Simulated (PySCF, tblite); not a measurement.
**BeF₂H₂O, a complex of two parts: NMR shifts, interaction energy, infrared bands, spin-spin couplings and core binding energies**

One table from this session's results is given with a row withheld; the runs are named, their logs left out.

Programs: tblite 0.8.0 and PySCF 2.14.0. All values are calculated, for the isolated system unless a continuum is named. Atoms count from 0, parts from 1.

### The system as given

6 atoms, charge 0, multiplicity 1; geometry: rigid parts in contact. Parts: 1 = atoms 0–2, `[F][Be][F]`, charge 0; 2 = atoms 3–5, `O`, charge 0.

Set-up of the first run:

Job settings and geometry (Å):

```
{"job": {"kind": "dock", "xc": "GFN2-xTB", "basis": "xTB"}, "charge": 0, "multiplicity": 1, "parts": [{"atoms": "0-2", "charge": 0, "multiplicity": 1}, {"atoms": "3-5", "charge": 0, "multiplicity": 1}]}
F     -1.324919    -0.240430    -0.249751
Be    -0.000024     0.000080    -0.000020
F      1.324944     0.240350     0.249772
O     -0.441429     2.055191     0.156925
H      0.279110     2.187543    -0.462099
H     -0.163066     2.420720     0.998832
```

With the program's defaults for keys left out, this is: GFN2-xTB search for minima from random contacts, gas phase.

Started as:

```
$ OMP_NUM_THREADS=1 python cluster_run.py task.json out
```

This one command runs all jobs of the session in turn.

Among the steps run: Docking the parts with GFN2-xTB; Geometry optimisation at PBE0-D3(BJ)/def2-TZVPD; Shielding tensors: PBE0/pcSseg-2; Coupled-cluster interaction energy: CCSD(T) and MP2.

One of the session's tables, all rows but one given; the rest of the session is left out.

It belongs to the step «Coupled-cluster interaction energy: CCSD(T) and MP2». 

| method | interaction energy (kcal/mol) |
| --- | --- |
| HF/aug-cc-pVDZ | -30.15 |
| MP2/aug-cc-pVDZ | -26.82 |
| CCSD/aug-cc-pVDZ | -27.66 |
| CCSD(T)/aug-cc-pVDZ | -27.34 |
| HF/aug-cc-pVQZ | -32.10 |
| MP2/aug-cc-pVQZ | -30.44 |
| SCS-MP2/aug-cc-pVQZ | -29.93 |
| MP2, extrapolated | -30.85 |
| CCSD(T), limit estimate | ? |

**Question.** Estimate the row for CCSD(T), limit estimate.

**Answer.** interaction energy (kcal/mol): -31.37. In the column «interaction energy (kcal/mol)» it lies between HF/aug-cc-pVQZ (-32.10) and MP2, extrapolated (-30.85).

Limits of these values: The interaction energy leaves out the deformation of the parts, 9.15 kcal/mol at MP2. So large a deformation means that a part is far from its own minimum, so a sum across the two methods would be rough.
